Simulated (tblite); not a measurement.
# C44H56B4O8: the cost of one run

Programs: tblite 0.8.0 and PySCF 2.14.0, with routines of our own; each step states its level. All values are computed. Atoms count from 0.

## (1) The starting structure

112 atoms, charge 0, multiplicity 1; geometry from: force field, distance geometry or constructed start.

## (2) Optimising the geometry with GFN2-xTB

What the job is given:

```
{"job": {"kind": "relax", "xc": "GFN2-xTB", "basis": "xTB"}, "charge": 0, "multiplicity": 1}
C     -0.988400     2.231500    -6.737400
C     -0.336900     1.859300    -5.397800
C      0.902000     2.784600    -5.211900
O     -1.244100     2.145400    -4.368700
B     -0.924600     1.107500    -3.377500
C     -1.085200     1.376800    -1.823300
C     -1.861400     2.490100    -1.461700
C     -2.364100     2.618300    -0.165600
C     -2.183700     1.584800     0.760600
C     -2.764200     1.670500     2.033100
C     -2.523200     0.674700     2.972800
C     -1.775900    -0.467800     2.642700
B     -1.243300    -1.354300     3.855000
O     -0.041700    -2.157600     3.648200
C      0.896100    -1.442300     4.409800
C      1.700100    -0.537100     3.446000
C      1.896400    -2.477900     4.981900
C      0.056200    -0.659000     5.521600
C      0.369000     0.860000     5.596500
C      0.224000    -1.224900     6.952800
O     -1.305900    -0.802700     5.195100
C     -1.355600    -0.653300     1.291700
C     -0.809200    -1.864600     0.785000
C     -1.212400    -3.177100     1.196900
B     -2.626000    -3.470900     1.852100
O     -3.686800    -2.483700     1.706700
C     -4.524300    -3.108900     0.776600
C     -5.969500    -2.658300     1.092300
C     -4.180200    -2.558700    -0.637400
C     -4.272200    -4.684100     0.960400
C     -3.995400    -5.434900    -0.368100
C     -5.430700    -5.419400     1.673400
O     -3.144900    -4.829300     1.783900
C     -0.416000    -4.278800     0.843200
C      0.681000    -4.122800    -0.007600
C      0.950400    -2.879500    -0.586600
C      2.009700    -2.732300    -1.485800
C      2.317500    -1.472100    -1.999100
C      1.512600    -0.366100    -1.700500
B      2.101600     1.076900    -2.021500
O      1.646000     2.212000    -1.240300
C      2.797300     2.511000    -0.491900
C      2.681200     1.791900     0.871700
C      2.774000     4.032200    -0.202100
C      4.021000     2.041800    -1.391600
C      5.115200     1.283400    -0.611300
C      4.716200     3.197000    -2.154400
O      3.511100     1.182300    -2.381000
C      0.309000    -0.550400    -0.963500
C     -0.706700     0.437000    -0.812300
C     -1.418600     0.448000     0.415600
C      0.153100    -1.766300    -0.258000
O     -0.216800    -0.048500    -3.914700
C     -0.003000     0.305800    -5.260300
C      1.455300    -0.048500    -5.631300
C     -0.935000    -0.589400    -6.101500
H     -1.981400     1.748200    -6.848400
H     -0.340300     1.942400    -7.586400
H     -1.162600     3.329600    -6.790000
H      1.420900     2.585800    -4.261300
H      0.569800     3.850800    -5.183800
H      1.618200     2.668600    -6.054300
H     -2.127300     3.243900    -2.187700
H     -2.962900     3.489600     0.083800
H     -3.340100     2.541500     2.318800
H     -2.895100     0.827300     3.983900
H      2.508600     0.011900     3.974800
H      2.177300    -1.151100     2.646900
H      1.038100     0.186800     2.923900
H      2.427900    -3.002600     4.162000
H      1.372600    -3.272500     5.563400
H      2.653700    -1.987100     5.624200
H      0.122900     1.364600     4.643400
H     -0.246500     1.350300     6.381400
H      1.444000     1.028700     5.835700
H     -0.082600    -2.292300     6.987400
H      1.265600    -1.126200     7.308300
H     -0.432700    -0.676000     7.667700
H     -6.069000    -1.563700     0.952200
H     -6.696500    -3.160200     0.414800
H     -6.239500    -2.870100     2.146500
H     -4.279900    -1.454100    -0.646500
H     -4.866100    -2.973500    -1.398100
H     -3.138300    -2.790600    -0.922800
H     -3.847100    -6.512300    -0.172600
H     -3.078800    -5.056600    -0.854600
H     -4.857000    -5.333800    -1.062600
H     -5.614400    -4.983400     2.677300
H     -6.362600    -5.383500     1.074900
H     -5.165700    -6.488600     1.828700
H     -0.666200    -5.270100     1.183300
H      1.281200    -4.995100    -0.256900
H      2.639500    -3.571000    -1.734600
H      3.214900    -1.372200    -2.600800
H      2.652100     0.691300     0.751900
H      3.521000     2.060800     1.544900
H      1.726600     2.079900     1.381100
H      1.896600     4.294600     0.432500
H      3.692900     4.338400     0.339700
H      2.671800     4.622800    -1.130700
H      5.963000     0.997400    -1.282400
H      4.718800     0.335300    -0.178500
H      5.522000     1.913900     0.211100
H      3.980100     3.739400    -2.791200
H      5.203100     3.908000    -1.445300
H      5.502900     2.800900    -2.831000
H      1.671300     0.261300    -6.676800
H      1.618800    -1.142500    -5.552100
H      2.180600     0.441100    -4.950300
H     -0.744600    -1.664400    -5.868000
H     -0.763800    -0.442100    -7.193000
H     -1.999500    -0.379700    -5.864800
```

On the command line:

```sh
> OMP_NUM_THREADS=8 python large_run.py task.json out
```

The driver reads the jobs from task.json and runs them one after another.

**Question.** How long does this first job take on 8 threads of Arm Neoverse V1, shared host, and how much memory does it need?

About 35 s, with a peak of 0.21 GiB.
